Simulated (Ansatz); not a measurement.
# WO+ (sextet): from Hartree-Fock to the top rungs, def2-QZVPP

One table from this session's results is given with a row withheld; the runs are named, their logs left out.

The runs use Ansatz 0.2.0, Gaussian basis; def2-QZVPP, core rule «outside noble gas», up to 5 orbitals frozen.

To be run: UHF; ROHF; CCSD(T) on UHF.

## The system

The geometry is a PBE0/def2-TZVP stationary point (not a proven minimum) of the parent state, kept for this charge and spin. No spin-orbit coupling is included. Elements past krypton take def2 core potentials.

2 atoms, charge 1, spin multiplicity 6.

Atoms are counted from 1 here; the program's logs count them from 0.

Bond lengths: W1–O2 1.995 Å.

Set-up of the first run:

Contents of in.yaml:

```yaml
crystal:
  periodic: [false, false, false]
  atoms:
    - {symbol: W, position_ang: [0.000000, 0.000000, 0.000000]}
    - {symbol: O, position_ang: [0.000000, 0.000000, 1.994600]}
basis:
  gaussian: {orbitals: "def2-QZVPP.json"}
total_charge: 1
magnetization: {spin_polarized: true, initial_magnetization: 5}
hamiltonian: {xc: hf}
output: {orbitals: {seedname: orbitals}}
```

On the command line:

```
ansatz run in.yaml --threads 1 --pin off --events-out ev --progress --plain --max-ram 4096MiB --backend cpu
```

Steps of the session up to this table: UHF; ROHF; CCSD(T) on UHF.

One of the session's tables, all rows but one given; the rest of the session is left out.

```
  method  from UCCSD(T) (meV)
    ROHF                    ?
     UHF              +8698.3
    UMP2               +829.7
   UCCSD               +446.3
UCCSD(T)                    0
```

**Question.** Estimate the row for ROHF.

**Answer.** from UCCSD(T) (meV): +8977.7. In the column «from UCCSD(T) (meV)» it is the highest.
